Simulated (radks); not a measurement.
# Ionising phosphorus step by step, P to P¹⁴⁺

An exercise on one series of results from a longer session: the logs are not shown, and one member is left open.

The numbers are computed with radks (a radial shooting solver on a logarithmic mesh, Libxc functionals) version 1 (scalar-relativistic Kohn-Sham, LB94 model potential, spin-polarised, spherical densities, finite nucleus; open shells are filled with parallel spins first), except any that are marked as measured or tabulated.

**The system**

```
element             : phosphorus (Z = 15)
charges             : 0 to 14
first configuration : [Ne] 3s2 3p3
last configuration  : 1s1
```

The outer shells:

P
```
[Ne] core
3s [↑↓]
3p [↑ ][↑ ][↑ ]
```

P¹⁴⁺
```
1s [↑ ]
```

LB94 adds a gradient term to the LDA potential that gives it a −1/r tail. It is a model potential with no energy functional, so Etot and Exc are not given.

Set-up of the first run:

The run's settings:

```text
Z 15
configuration [Ne] 3s2 3p3
relativity scalar-relativistic
functional lda,pw
model_potential LB94
spin polarised
nucleus finite rms 3.1889 fm
c 137.035999084
```

Among the steps run: P, [Ne] 3s2 3p3; P⁺, [Ne] 3s2 3p2; P²⁺, [Ne] 3s2 3p1; P³⁺, [Ne] 3s2; P⁴⁺, [Ne] 3s1; P⁵⁺, [Ne]; P⁶⁺, [He] 2s2 2p5; P⁷⁺, [He] 2s2 2p4; P⁸⁺, [He] 2s2 2p3; P⁹⁺, [He] 2s2 2p2; P¹⁰⁺, [He] 2s2 2p1; P¹¹⁺, [He] 2s2; P¹²⁺, [He] 2s1; P¹³⁺, [He]; P¹⁴⁺, 1s1.

One table of the session follows, with a row left open; its other results are not shown here.

```
species  −ε(HOMO) (eV)
      P         10.022
     P⁺         19.295
    P²⁺         29.902
    P³⁺         52.122
    P⁴⁺         66.537
    P⁵⁺         216.22
    P⁶⁺         259.68
    P⁷⁺         305.24
    P⁸⁺         365.69
    P⁹⁺         418.25
   P¹⁰⁺         472.66
   P¹¹⁺         555.00
   P¹²⁺         609.53
   P¹³⁺              ?
   P¹⁴⁺         3036.1
```

Q: Estimate the row for P¹³⁺ from the others.

**Answer.** −ε(HOMO) (eV): 2787.6. In the column «−ε(HOMO) (eV)» it lies between P¹²⁺ (609.53) and P¹⁴⁺ (3036.1).

There the highest level belongs to another shell. Open shells are spherical and high-spin; term and fine-structure splittings are not resolved.
